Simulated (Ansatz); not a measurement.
This script makes a test of scalar relativity of BGeH₄, SMILES [BH2][GeH2] with Ansatz 0.2.0 through its Python package.

`bgeh4.py`
```python
# -*- coding: utf-8 -*-
"""Scalar relativity in BGeH4."""

import logging
import sys

import ansatz
from ase import Atoms
import numpy as np

logging.basicConfig(stream=sys.stdout, format="%(levelname)s:%(name)s:%(message)s")
logger = logging.getLogger("ansatz_job")
logger.setLevel(logging.INFO)

config = {
    "xc": "b3lyp",
    "vdw": "d4",
}


def main():
    atoms = Atoms(["B", "Ge", "H", "H", "H", "H"], positions=[
        (-1.0129, 0.0012, 0.0396),
        (0.9628, 0.1019, 0.4381),
        (-1.7009, 0.9435, 0.2228),
        (-1.4802, -0.9994, -0.3792),
        (1.6244, -1.2604, 0.1081),
        (1.6068, 1.2133, -0.4294),
    ])
    mol = ansatz.Crystal.molecule_from_ase(atoms)

    job = mol.calculation().functional(config["xc"], dispersion=config["vdw"]).spin("collinear", total=1).forces()
    # a set contracted for a scalar-relativistic Hamiltonian goes with the relativistic run
    sets = {"none": "cc-pVTZ", "scalar": "cc-pVTZ-DK"}
    found = {kind: job.basis(gaussian=basis).pseudopotentials(relativity=kind).run(threads=1).report for kind, basis in sets.items()}
    for kind, each in found.items():
        dipole = 4.803205 * np.linalg.norm(each["charge_distribution"]["dipole_moment_e_ang"])
        logger.info(f"{kind:7s} E = {each['free_energy_ev']:.4f} eV  dipole {dipole:.3f} D  largest force component {np.abs(each['forces_ev_ang']).max():.4f} eV/A")
    logger.info(f"relativity lowers the total energy by {found['none']['free_energy_ev'] - found['scalar']['free_energy_ev']:.3f} eV")


if __name__ == "__main__":
    main()
```

What does scalar relativity change in the total energy and in the dipole?

The total moves by -592.8 eV, nearly all in the cores, and the dipole from 0.37 to 0.36 D.

The run itself:

Output of `python bgeh4.py`:
```text
INFO:ansatz_job:none    E = -57260.4527 eV  dipole 0.374 D  largest force component 0.6827 eV/A
INFO:ansatz_job:scalar  E = -57853.2551 eV  dipole 0.357 D  largest force component 0.7326 eV/A
INFO:ansatz_job:relativity lowers the total energy by 592.802 eV
```

Caveats:
- These settings explore the input space; basis and method may be short of convergence.
- The geometry is a force-field or estimated start, not a minimum of this method. The basis set changes with the Hamiltonian (a set recontracted for scalar relativity), and most of the change in the total lies in the cores.
- The species is open-shell (spin multiplicity 2).
- b3lyp holds the VWN-RPA fit, as in Gaussian; the form of ORCA and Turbomole is b3lyp5.
- The whole script took 5.6 s on 1 thread of AMD EPYC 9R45 96-Core Processor (Zen 5) (shared host), peak memory 0.36 GiB.
